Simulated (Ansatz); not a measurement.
MnPt2:

```xyz
3
Lattice="2.8584 0.0000 0.0000 -1.4292 2.4755 0.0000 0.0000 0.0000 6.5325" Properties=species:S:1:pos:R:3 pbc="T T T"
Pt    1.4292    0.8252    2.0656
Pt    0.0000    1.6503    4.4669
Mn    0.0000    0.0000    0.0000
```

The cell comes from a database or a generator and needn't be the stable form of this composition.

| Quantity | Value |
| --- | --- |
| Program | Ansatz 0.2.0 |
| Task | relaxation of cell and atoms |
| Functional | LDA |
| Potentials or basis | Ansatz PAW |
| Cutoff | 420 eV (not typed: the program's choice for these potentials) |
| k mesh | 11 × 11 × 4 |
| Occupations | fermi-dirac, width 0.05 eV |
| Spin | collinear spin, ferromagnetic start |
| Starting moments | [0.0, 0.0, 4.0] μB |

At the start: volume 15.41 Å³/atom.

**Question.** Where does the relaxation end?

**Answer.** It ends after 6 steps and the volume is 13.83 Å³/atom (-10.3 %); space group P-3m1 (No. 164, to 0.05 Å); moment 3.15 μB per cell.

The path:
```
step  energy change (eV)  largest force (eV/Å)  volume (Å³)
   1              0.0000                0.0856        46.22
   2             -0.2001                0.7444        40.54
   3             -0.2570                0.0512        41.71
   4             -0.2604                0.0381        41.46
   5             -0.2606                0.0017        41.48
   6             -0.2592                0.0018        41.48
```

Final structure:
```
Pt Mn
1.0
     2.71066    0.00000    0.00000
    -1.35533    2.34750    0.00000
     0.00000    0.00000    6.51910
Pt Mn
2 1
Direct
  0.66667 0.33333 0.31632
  0.33333 0.66667 0.68368
  0.00000 0.00000 0.00000
```

Caveat: the plane-wave basis is chosen anew once the cell has moved, so the energies of steps on either side of that aren't comparable; the PAW data sets come from PBE, with cores solved anew for the run's functional, which leaves a small shift of forces and pressure.
